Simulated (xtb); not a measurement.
**C2H5BOS (SMILES OC1CBS1) at GFN2-xTB**

Wanted: a structure relaxation of C2H5BOS. 

The calculation is run with xtb 6.7.1.

2 further runs of the same task are left out: 2 set aside as unsound or not needed.

### 1 The system as given

C2H5BOS: 10 atoms, total charge 0, spin state singlet. SMILES: `OC1CBS1`. The coordinates come from a GFN2-xTB relaxation. This is one conformer, not always the lowest. The run starts from this shape.

Bond lengths: O1–C2 1.375 Å, C2–C3 1.535 Å, C3–B4 1.579 Å, C2–S5 1.877 Å, B4–S5 1.767 Å, O1–H6 0.964 Å, C2–H7 1.097 Å, C3–H8 1.092 Å, C3–H9 1.090 Å, B4–H10 1.162 Å. Some angles: O1–C2–C3 113.1°, O1–C2–S5 115.2°, C3–C2–S5 93.7°, C2–C3–B4 92.8°, C3–B4–S5 96.6°, C2–S5–B4 76.5°, O1–C2–H7 112.6°, C3–C2–H7 114.0°, S5–C2–H7 106.7°, C2–O1–H6 110.8°.

### 2 A structure relaxation at GFN2-xTB

File geom.xyz:

```xyz
10

O     -1.595870     0.863310     0.323100
C     -0.688840     0.061950    -0.329040
C      0.327720    -0.592250     0.616880
B      1.561410    -0.006090    -0.176160
S      0.625700     0.976690    -1.307920
H     -2.174600     1.307410    -0.307270
H     -1.168350    -0.639220    -1.022660
H      0.198130    -0.170900     1.615440
H      0.199230    -1.671110     0.708090
H      2.715470    -0.129790    -0.120480
```

On the command line:

```sh
xtb geom.xyz -o vtight --parallel 1 > run.log 2> xtb.err
```

**Question.** What will come out? Wanted: total energy at the end; dipole moment; HOMO energy; LUMO energy; HOMO–LUMO gap; dispersion energy; mean polarisability.

Answer, from the run:

At GFN2-xTB:

| quantity | value |
| --- | --- |
| total energy at the end | -15.37329 Eh |
| dipole moment | 1.81 D |
| HOMO energy | -10.71 eV |
| LUMO energy | -6.71 eV |
| HOMO–LUMO gap | 4.01 eV |
| dispersion energy | -15.15 kJ/mol |
| mean polarisability (D4 model) | 58.8 bohr³ |

**Reading.** At the final geometry: Bond lengths: O1–C2 1.374 Å, C2–C3 1.535 Å, C3–B4 1.579 Å, C2–S5 1.878 Å, B4–S5 1.767 Å, O1–H6 0.964 Å, C2–H7 1.097 Å, C3–H8 1.091 Å, C3–H9 1.090 Å, B4–H10 1.162 Å. Some angles: O1–C2–C3 113.1°, O1–C2–S5 115.1°, C3–C2–S5 93.7°, C2–C3–B4 92.9°, C3–B4–S5 96.6°, C2–S5–B4 76.4°, O1–C2–H7 112.7°, C3–C2–H7 114.0°, S5–C2–H7 106.7°, C2–O1–H6 110.8°. The optimisation took 4 steps and changed the energy by -0.000 eV.
